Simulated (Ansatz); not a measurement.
Here is an Ansatz 0.2.0 calculation.

The input input.yaml:

```yaml
crystal:
  lattice:
    - [3.0286, 0.0, 0.0]
    - [0.0, 3.0286, 0.0]
    - [0.0, 0.0, 3.0286]
  atoms:
    - { symbol: Si, position: [0.5, 0.5, 0.5] }
    - { symbol: F, position: [0.0, 0.0, 0.0] }
hamiltonian:
  xc: pbe
  pseudopotentials: { kind: paw }
kpoints:
  mp_grid: { grid: [9, 9, 9] }
scf:
  occupations: { method: fermi_dirac, width: 0.05 }
output:
  forces: true
  stress: true
  eigenvalues: true
```

Potentials or basis: Ansatz PAW.

Launch:

```console
$ ansatz run input.yaml --threads 2 --pin off --max-ram 5632MiB --backend cpu --events-out ev --progress --plain --runs-dir out
```

Q: What does it give for the pressure?

A: 0.2 GPa.

Q: Predict the band gap on the k mesh.

A: None (metal or under the smearing width).

Caveat: the pressure holds a Pulay correction of +0.5 GPa for the finite cutoff; an odd number of electrons without spin polarisation forces a metal; a magnetic or distorted state may lie lower.
